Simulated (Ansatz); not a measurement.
# TaTi, space group Cmmm: a single point

Computed with Ansatz 0.2.0, Python API.

The cells in order, each with its output:

```python
from pathlib import Path

import ansatz as az
import matplotlib.pyplot as plt
import numpy as np
import pandas as pd
from pymatgen.core import Lattice, Structure
from pymatgen.io.ase import AseAtomsAdaptor
```

```python
XC = 'lda'
CUTOFF_EV = 420
KGRID = (8, 8, 5)
```

```python
pmg_structure = Structure(
    Lattice([(1.63287567, -2.29749265, 0.0), (1.63287567, 2.29749265, 0.0), (0.0, 0.0, 4.68412869)]),
    ['Ti', 'Ta'],
    [
        (0.5, 0.5, 0.5),
        (0.0, 0.0, 0.0),
    ],
)
system = az.Crystal.from_ase(AseAtomsAdaptor.get_atoms(pmg_structure))
```

```python
# the calculation
calculation = (
    system.calculation()
    .functional(XC)
    .basis(CUTOFF_EV)  # cutoff of the orbital basis
    .kpoints(*KGRID)  # the mesh must be finer for metals
    .occupations(az.OccupationsMethod.FERMI_DIRAC)
    .stress()
    .density()  # keep the density on its grid
    .potential()  # keep the local potentials
    .electron_localization_function()
    .output_files(volumetric_format='npy')
    .bader_charges()
    .forces()  # eV per angstrom
    .density_of_states(method='smearing', broadening_width=0.3, nscf_kmesh_spacing=0.16)  # states per eV and cell
    .band_table()  # levels at the mesh points
)
result = calculation.run(threads=1)
r = result.report
```

    

```python
r['published_state_doubts']
```

    []

```python
n_atoms = len(r['lattice']['sites'])
print('F =', round(r['free_energy_ev'], 4), 'eV for', n_atoms, 'atoms')
print('E(sigma -> 0) =', round(r['energy_sigma0_ev'], 4), 'eV, TS =', round(r['entropy_ts_ev'], 5), 'eV')
print('closed by', r['closed_by'], 'after', r['n_iterations'], 'iterations')
```

    F = -12132.819 eV for 2 atoms
    E(sigma -> 0) = -12132.7609 eV, TS = 0.11621 eV
    closed by deck_thresholds after 6 iterations

```python
# the stress is positive in compression
print('pressure by term (GPa)')
for term, tensor in r['stress_terms_gpa'].items():
    if np.any(tensor):
        print(f'  {term:28s} {np.trace(np.array(tensor)) / 3:12.3f}')
print(f'  {"total":28s} {np.trace(np.array(r["stress_gpa"])) / 3:12.3f}')
```

    pressure by term (GPa)
      kinetic                          1940.992
      hartree                           793.621
      ewald                           -3800.790
      local_pseudopotential            1676.227
      nonlocal_pseudopotential         -461.675
      augmentation                      233.410
      nlcc                             -335.699
      xc                                -55.381
      augmentation_tail                  -0.007
      scf_correction                     -0.001
      pulay_correction                    0.039
      total                              -9.264

```python
folder = Path(result.write_results('fields'))
print('densities in e/A^3, potentials in eV, ELF without unit')
for name in sorted(p.name for p in folder.glob('*.npy')):
    field = np.load(folder / name)
    print(f'{name:16s} {str(field.shape):16s} min {field.min():10.4f}  mean {field.mean():10.4f}  max {field.max():10.4f}')
```

    densities in e/A^3, potentials in eV, ELF without unit
    elf.npy          (20, 20, 32)     min     0.0071  mean     0.3457  max     0.7361
    rho.npy          (20, 20, 32)     min     0.1741  mean     0.7113  max    10.2139
    v_es.npy         (20, 20, 32)     min   -80.2337  mean     7.5228  max    18.1224
    v_tot.npy        (20, 20, 32)     min  -109.1339  mean    -4.7048  max     8.7133

```python
basins = result.bader_charges()
frame = pd.DataFrame([(a.symbol, a.partial_charge_e, a.basin.volume_ang3) for a in basins.atoms], columns=['atom', 'charge (e)', 'volume (A^3)'])
print(frame.round(3).to_string())
print('sum of charges', round(frame['charge (e)'].sum(), 4), ' sum of volumes', round(frame['volume (A^3)'].sum(), 3))
```

      atom  charge (e)  volume (A^3)
    0   Ti       0.563        13.769
    1   Ta      -0.563        21.376
    sum of charges -0.0  sum of volumes 35.145

```python
# forces, one row an atom
print('forces (eV/A)')
for site, force in zip(result.lattice.sites, r['forces_ev_ang']):
    print(f'  {site.symbol:2s} {force[0]:9.4f} {force[1]:9.4f} {force[2]:9.4f}')
```

    forces (eV/A)
      Ti    0.0000    0.0000    0.0000
      Ta    0.0000    0.0000    0.0000

```python
dos = result.density_of_states()
energy = np.asarray(dos.energies_ev) - dos.fermi_ev
top = min(levels[-1] for levels in r['eigenvalues_ev']) - dos.fermi_ev  # the computed bands end here
fig, ax = plt.subplots(figsize=(5, 3.2))
for spin, channel in enumerate(dos.channels):
    ax.plot(energy, (-1) ** spin * np.asarray(channel.g_bin_mean_per_ev), lw=1)
ax.axvline(0, color='k', ls=':')
ax.set(xlim=(-6, min(8, top)), xlabel='E - E_F (eV)', ylabel='states/eV', title='TaTi')
fig.tight_layout()
fig.savefig('dos.png', dpi=100)
print('states below E_F:', round(float(np.interp(0.0, energy, dos.spin_summed_integrated)), 3))
```

    states below E_F: 25.003

Absolute energies stand on the zero of these potentials, so only differences at equal settings mean something. A total without «per atom» is that of the cell as typed. The run is spin-unpolarised. The count of states below the Fermi level is interpolated on the energy grid. The mesh is modest for a metal, so energies can be off by several to tens of meV an atom and pressures by half a GPa or more; differences at equal mesh fare better. Bader volumes count only the part of each basin above a small density, so their sum can fall short of the cell. Pressure is positive in compression. Spin-orbit coupling, which matters for elements this heavy, is left out. The fields are valence quantities on the plane-wave grid; their values near the nuclei depend on the potentials. At these settings the cell as given stands under about -9 GPa, so it isn't at this functional's equilibrium volume. This cell is a computed structure, which may not be the phase found in nature. The computed bands are complete only to about 2.0 eV above the Fermi level; beyond that the density of states is undercounted. It ran for 21 s on 1 thread of Intel(R) Xeon(R) Platinum 8488C (Sapphire Rapids), on a shared host, peak memory 0.58 GiB.

(Lines on the test bed's own set-up are left out of the output.)
